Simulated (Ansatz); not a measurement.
**C4H5F3: up Jacob's ladder to CCSD(T)**

The task here is to estimate one member of a computed series from the others.

Program: Ansatz 0.2.0, Gaussian basis. Level of theory: functionals in def2-TZVPP, the program's frozen cores in correlated methods. These are calculated values, not measurements.

Plan: LDA (SPW92), PBE-D4, revPBE-D4, BLYP-D4, r2SCAN-D4, B97M-V, PBE0-D4, B3LYP-D4, r2SCANh-D4, r2SCAN0-D4, HSE06-D4, BHLYP-D4, CAM-B3LYP-D4, LC-ωPBE, ωB97X-V, ωB97M-V, B2PLYP, PBE-QIDH; CCSD(T)/def2-SVP; CCSD(T)/def2-TZVPP; MP2/def2-QZVPP; extrapolation to the limit; RPA on PBE.

**The relaxed structure**

An earlier PBE0-D4 in a triple-zeta def2 set relaxation fixed the geometry.

12 atoms, charge 0, spin multiplicity 1.

Atoms are counted from 1 here; the program's logs count them from 0.

Bond lengths: C1–C2 1.486 Å, C1–H8 1.094 Å, C1–H9 1.094 Å, C1–H10 1.089 Å, C2–C3 1.320 Å, C2–H11 1.084 Å, C3–F4 1.342 Å, C3–C5 1.494 Å, C5–F6 1.358 Å, C5–F7 1.350 Å, C5–H12 1.096 Å. Angles: C2–C1–H8 110.6°, C2–C1–H9 110.5°, C2–C1–H10 111.8°, H8–C1–H9 106.8°, H8–C1–H10 108.6°, H9–C1–H10 108.4°, C1–C2–C3 125.2°, C1–C2–H11 119.0°, C3–C2–H11 115.9°, C2–C3–F4 122.5°, C2–C3–C5 127.0°, F4–C3–C5 110.5°, C3–C5–F6 110.1°, C3–C5–F7 110.6°, C3–C5–H12 112.0°, F6–C5–F7 107.8°, F6–C5–H12 107.4°, F7–C5–H12 108.8°.

The first run:

Input file in.yaml:

```yaml
crystal:
  periodic: [false, false, false]
  atoms:
    - {symbol: C, position_ang: [-0.311831, -1.919643, 0.335811]}
    - {symbol: C, position_ang: [0.338405, -0.594169, 0.163240]}
    - {symbol: C, position_ang: [-0.284388, 0.519719, -0.173695]}
    - {symbol: F, position_ang: [-1.604935, 0.564351, -0.410340]}
    - {symbol: C, position_ang: [0.326954, 1.870066, -0.362825]}
    - {symbol: F, position_ang: [-0.136719, 2.728354, 0.582493]}
    - {symbol: F, position_ang: [1.669950, 1.806373, -0.238545]}
    - {symbol: H, position_ang: [0.133489, -2.657569, -0.337470]}
    - {symbol: H, position_ang: [-0.162129, -2.289095, 1.354326]}
    - {symbol: H, position_ang: [-1.382435, -1.873358, 0.140213]}
    - {symbol: H, position_ang: [1.406890, -0.508614, 0.322689]}
    - {symbol: H, position_ang: [0.083549, 2.298186, -1.341898]}
basis:
  gaussian: {orbitals: def2-TZVPP}
hamiltonian: {xc: lda}
output: {orbitals: {seedname: orbitals}}
```

Run with:

```console
> ansatz run in.yaml --threads 4 --pin off --events-out ev --progress --plain --max-ram 11315MiB
```

Among the steps run: LDA; PBE-D4 (GGA); revPBE-D4 (GGA); BLYP-D4 (GGA); r2SCAN-D4 (meta-GGA); B97M-V (meta-GGA); B3LYP-D4 (hybrid); r2SCANh-D4 (hybrid); r2SCAN0-D4 (hybrid); HSE06-D4 (hybrid); BHLYP-D4 (hybrid); CAM-B3LYP-D4 (range-separated); LC-ωPBE (range-separated); ωB97X-V (range-separated); ωB97M-V (range-separated); B2PLYP (double hybrid); PBE-QIDH (double hybrid).

One table of the session follows, with a row left open; its other results are not shown here.

It belongs to the step «Orbital energies across the functionals». 

| functional | HOMO (eV) | gap (eV) |
| --- | --- | --- |
| LDA (SPW92) | ? | ? |
| PBE-D4 | -6.44 | 5.33 |
| revPBE-D4 | -6.36 | 5.35 |
| BLYP-D4 | -6.32 | 5.32 |
| r2SCAN-D4 | -6.67 | 5.78 |
| B97M-V | -6.72 | 5.90 |
| PBE0-D4 | -7.69 | 7.60 |
| B3LYP-D4 | -7.49 | 7.13 |
| r2SCANh-D4 | -7.14 | 6.62 |
| r2SCAN0-D4 | -7.85 | 7.88 |
| HSE06-D4 | -7.29 | 6.81 |
| BHLYP-D4 | -8.83 | 9.84 |
| CAM-B3LYP-D4 | -9.08 | 10.10 |
| LC-ωPBE | -10.42 | 12.65 |
| ωB97X-V | -10.04 | 12.21 |
| ωB97M-V | -9.94 | 11.99 |

Estimate the missing values for LDA (SPW92).

**Answer.** HOMO (eV): -6.63; gap (eV): 5.26. In the column «HOMO (eV)» it lies between r2SCAN-D4 (-6.67) and PBE-D4 (-6.44).
